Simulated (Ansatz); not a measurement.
Geometry optimisation, DFT PBE-D3(BJ), scalar-relativistic, plane waves, PAW (Ansatz 0.2.0).

Input:

```yaml
crystal:
  lattice:
    - [5.048742, 0.0, 0.0]
    - [2.524371, 4.372339, 0.0]
    - [0.0, 0.0, 14.676426]
  atoms:
    - { symbol: H, position: [0.1666667, 0.1666667, 0.0681365] }
    - { symbol: H, position: [0.6666667, 0.1666667, 0.0681365] }
    - { symbol: H, position: [0.1666667, 0.6666667, 0.0681365] }
    - { symbol: H, position: [0.6666667, 0.6666667, 0.0681365] }
    - { symbol: C, position: [0.1666667, 0.1666667, 0.1430866] }
    - { symbol: C, position: [0.6666667, 0.1666667, 0.1430866] }
    - { symbol: C, position: [0.1666667, 0.6666667, 0.1430866] }
    - { symbol: C, position: [0.6666667, 0.6666667, 0.1430866] }
    - { symbol: C, position: [-0.1666667, 0.3333333, 0.1781963] }
    - { symbol: C, position: [0.3333333, 0.3333333, 0.1781963] }
    - { symbol: C, position: [-0.1666667, 0.8333333, 0.1781963] }
    - { symbol: C, position: [0.3333333, 0.8333333, 0.1781963] }
    - { symbol: C, position: [-0.1666667, 0.3333333, 0.2835255] }
    - { symbol: C, position: [0.3333333, 0.3333333, 0.2835255] }
    - { symbol: C, position: [-0.1666667, 0.8333333, 0.2835255] }
    - { symbol: C, position: [0.3333333, 0.8333333, 0.2835255] }
    - { symbol: C, position: [0.0, 0.0, 0.3186352] }
    - { symbol: C, position: [0.5, 0.0, 0.3186352] }
    - { symbol: C, position: [0.0, 0.5, 0.3186352] }
    - { symbol: C, position: [0.5, 0.5, 0.3186352] }
    - { symbol: O, position: [0.7829669, 0.756241, 0.3751885] }
    - { symbol: H, position: [0.5759497, 0.8109088, 0.3888158] }
    - { symbol: H, position: [0.9012466, 0.542069, 0.3888158] }
basis:
  ecutwfc: 420.0
kpoints:
  mp_grid: { grid: [3, 3, 1] }
hamiltonian:
  xc: pbe
  dispersion: d3bj
  pseudopotentials: { kind: paw, azcp: { folder: soft_1 } }
scf:
  occupations: { method: gaussian, width: 0.02 }
  lower_state_search: "off"
relax:
  f_tol: 0.03
  max_steps: 60
  adjacent_minimum: "off"
  constraints: [{ sites: [0, 1, 2, 3, 4, 5, 6, 7, 8, 9, 10, 11] }]
```

Command:

```bash
$ ansatz run input.yaml --threads 1 --pin off --max-ram 3072MiB --backend cpu --events-out ev --progress --plain --runs-dir out
```

Task: Where does it end, and by what steps?

Result: It converged. Limits of this set-up: coarse k mesh, thin slab, slab without dipole correction. After 18 steps the energy has fallen by 16.870 eV; O21 moved furthest, 1.44 Å. The start is strongly strained (largest force component 16 eV/Å), so its close contacts needn't be bonds. Parted: C15–O21 (1.46 → 2.40 Å), C19–O21 (1.46 → 2.87 Å), O21–H23 (0.96 → 2.50 Å).

```json
{"step": "0", "energy less start (eV)": "0.0000", "largest force component (eV/Å)": "15.784", "accepted": "yes"}
{"step": "1", "energy less start (eV)": "-5.0831", "largest force component (eV/Å)": "12.865", "accepted": "yes"}
{"step": "2", "energy less start (eV)": "-8.2977", "largest force component (eV/Å)": "7.788", "accepted": "yes"}
{"step": "3", "energy less start (eV)": "-10.0151", "largest force component (eV/Å)": "4.092", "accepted": "yes"}
{"step": "4", "energy less start (eV)": "-11.4435", "largest force component (eV/Å)": "3.983", "accepted": "yes"}
{"step": "5", "energy less start (eV)": "-12.8058", "largest force component (eV/Å)": "3.257", "accepted": "yes"}
{"step": "6", "energy less start (eV)": "-14.2034", "largest force component (eV/Å)": "3.000", "accepted": "yes"}
{"step": "7", "energy less start (eV)": "-15.3524", "largest force component (eV/Å)": "2.883", "accepted": "yes"}
{"step": "8", "energy less start (eV)": "-16.2275", "largest force component (eV/Å)": "1.971", "accepted": "yes"}
{"step": "9", "energy less start (eV)": "-16.6417", "largest force component (eV/Å)": "0.918", "accepted": "yes"}
{"step": "10", "energy less start (eV)": "-16.8236", "largest force component (eV/Å)": "0.760", "accepted": "yes"}
{"step": "11", "energy less start (eV)": "-16.8487", "largest force component (eV/Å)": "0.210", "accepted": "yes"}
{"step": "12", "energy less start (eV)": "-16.8565", "largest force component (eV/Å)": "0.130", "accepted": "yes"}
{"step": "13", "energy less start (eV)": "-16.8613", "largest force component (eV/Å)": "0.085", "accepted": "yes"}
{"step": "14", "energy less start (eV)": "-16.8488", "largest force component (eV/Å)": "1.143", "accepted": "no"}
{"step": "15", "energy less start (eV)": "-16.8637", "largest force component (eV/Å)": "0.300", "accepted": "yes"}
{"step": "16", "energy less start (eV)": "-16.8691", "largest force component (eV/Å)": "0.059", "accepted": "yes"}
{"step": "17", "energy less start (eV)": "-16.8699", "largest force component (eV/Å)": "0.048", "accepted": "yes"}
{"step": "18", "energy less start (eV)": "-16.8701", "largest force component (eV/Å)": "0.009", "accepted": "yes"}
```

```xyz
23
Lattice="5.0487 0.0000 0.0000 2.5244 4.3723 0.0000 0.0000 0.0000 14.6764" Properties=species:S:1:pos:R:3
H 1.262 0.729 1.000
H 3.787 0.729 1.000
H 2.524 2.915 1.000
H 5.049 2.915 1.000
C 1.262 0.729 2.100
C 3.787 0.729 2.100
C 2.524 2.915 2.100
C 5.049 2.915 2.100
C 0.000 1.457 2.615
C 2.524 1.457 2.615
C 1.262 3.644 2.615
C 3.787 3.644 2.615
C 0.021 1.455 4.284
C 2.554 1.470 4.177
C 1.298 3.656 4.185
C 3.810 3.650 4.194
C 0.035 0.006 4.573
C 2.560 0.009 4.694
C 1.304 2.206 4.696
C 3.820 2.197 4.504
O 5.110 4.367 6.118
H 4.171 4.361 6.394
H 6.390 2.239 5.791
```

The run took 77 s on 1 thread of Intel(R) Xeon(R) 6975P-C (Granite Rapids) (shared host), peak memory 0.57 GiB.
